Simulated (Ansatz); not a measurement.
Write a Python script for Ansatz 0.2.0 through its Python package that makes vertical and adiabatic energies of changing the electron count of CH5GeI, SMILES [GeH3][CH2]I. Use (for the species named): PBE, def2-SVP basis, multiplicity 1, D3BJ dispersion.

```tsv
atom	x (Å)	y (Å)	z (Å)
Ge	-0.5278	0.5619	-0.4788
C	0.4482	-0.5513	0.6870
I	1.8103	-1.6787	-0.4783
H	-1.2685	-0.2496	-1.5254
H	0.3861	1.5624	-1.2521
H	-1.5872	1.4447	0.3475
H	1.0274	0.0738	1.4302
H	-0.1963	-1.2205	1.2140
```

The script, `adiabatic.py`:
```python
import ansatz as az
import numpy as np

BASIS_SET = "def2-SVP"
XC = "PBE"
DISPERSION = "d3bj"
NET_CHARGE = 1

geometry_ang = [
    ("Ge", (-0.5278, 0.5619, -0.4788)),
    ("C", (0.4482, -0.5513, 0.687)),
    ("I", (1.8103, -1.6787, -0.4783)),
    ("H", (-1.2685, -0.2496, -1.5254)),
    ("H", (0.3861, 1.5624, -1.2521)),
    ("H", (-1.5872, 1.4447, 0.3475)),
    ("H", (1.0274, 0.0738, 1.4302)),
    ("H", (-0.1963, -1.2205, 1.214)),
]
molecule = az.Crystal.molecule()
for symbol, xyz in geometry_ang:
    molecule = molecule.atom(symbol, xyz)

calc = (
    molecule.calculation()
    .basis(gaussian=BASIS_SET)
    .functional(XC, dispersion=DISPERSION)
)
symbols = [site.symbol for site in molecule.cartesian_sites]
start = np.array([site.position_ang for site in molecule.cartesian_sites], dtype=float)
data = calc.relax(force_tolerance=0.01, max_steps=100).run(threads=1, pin="off").report
end = np.array(data["positions_ang"])

minimum = az.Crystal.molecule()
for symbol, place in zip(symbols, end):
    minimum = minimum.atom(symbol, place.tolist())
ion = (
    minimum.calculation()
    .basis(gaussian=BASIS_SET)
    .functional(XC, dispersion=DISPERSION)
    .charge(NET_CHARGE)
    .spin("collinear", total=1)
)
vertical = ion.run(threads=1, pin="off").report
settled = ion.relax(force_tolerance=0.01, max_steps=80).run(threads=1, pin="off").report
print(f"vertical ionisation energy   {vertical['free_energy_ev'] - data['free_energy_ev']:.3f} eV")
print(f"adiabatic, no zero point     {settled['free_energy_ev'] - data['free_energy_ev']:.3f} eV")
print(f"relaxation energy of the ion {vertical['free_energy_ev'] - settled['free_energy_ev']:.3f} eV")
ionised = np.array(settled["positions_ang"])
print("final positions (A) and the move of each atom")
for symbol, xyz, old in zip(symbols, ionised, end):
    print(f"{symbol:2s} {xyz[0]:10.5f} {xyz[1]:10.5f} {xyz[2]:10.5f}   {np.linalg.norm(xyz - old):7.4f}")
```

Running `python adiabatic.py` prints:
```text
vertical ionisation energy   9.174 eV
adiabatic, no zero point     8.960 eV
relaxation energy of the ion 0.214 eV
final positions (A) and the move of each atom
Ge   -0.61106    0.67619   -0.60498    0.1030
C     0.49134   -0.57237    0.70360    0.0487
I     1.86084   -1.70513   -0.37890    0.0674
H    -1.34404   -0.28041   -1.56086    0.0466
H     0.43102    1.59346   -1.26734    0.0477
H    -1.48547    1.33317    0.48755    0.2122
H     1.01537    0.12382    1.38670    0.0931
H    -0.26580   -1.22602    1.17833    0.0935
```

The energies are electronic: no zero-point or thermal terms, and the basis set is short of its limit. The product may relax into another structure. Each relaxation finds its nearest minimum, which needn't be the lowest. def2 sets replace the cores of elements past krypton by effective core potentials. Hardware and time: 70 s on 1 thread of AMD EPYC 7B13 (Zen 3) (shared host), peak memory 0.31 GiB.
